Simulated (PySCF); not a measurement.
# CHBF2S: the cost of one run

Programs: PySCF 2.14.0, with density-fitted response routines of our own. Each step states its level of theory. These are calculated values for one molecule in the gas phase, unless marked as measured. Atoms are numbered from 0 throughout.

### 1 The starting structure

6 atoms, charge 0, multiplicity 1; geometry from: PBE0-D3(BJ)/def2-SVP.

Bonds of the start (Å): F0–B1 1.31, B1–F2 1.32, B1–C3 1.57, C3–S4 1.62, C3–H5 1.10.

### 2 Shielding tensors: HF/pcSseg-2

The job: settings as JSON, then the geometry in Å.

```
{"job": {"kind": "nmr", "xc": "HF", "basis": "pcSseg-2", "pop": false}, "charge": 0, "multiplicity": 1}
F      1.288336     1.275834     0.136856
B      0.778484     0.068738     0.153482
F      1.582749    -0.940648     0.421481
C     -0.745959    -0.191608    -0.138227
S     -1.767025     0.985695    -0.571676
H     -1.113229    -1.227544    -0.046635
```

Method: GIAO HF/pcSseg-2 NMR shielding, non-relativistic, gas phase.

Started as:

```console
OMP_NUM_THREADS=1 python probes_run.py task.json out
```

One launch serves the whole session: the jobs run in the order shown.

Q: Estimate the wall time and peak memory of this first job on 1 thread of Arm Neoverse V1, shared host.

About 7.6 s, with a peak of 0.86 GiB.
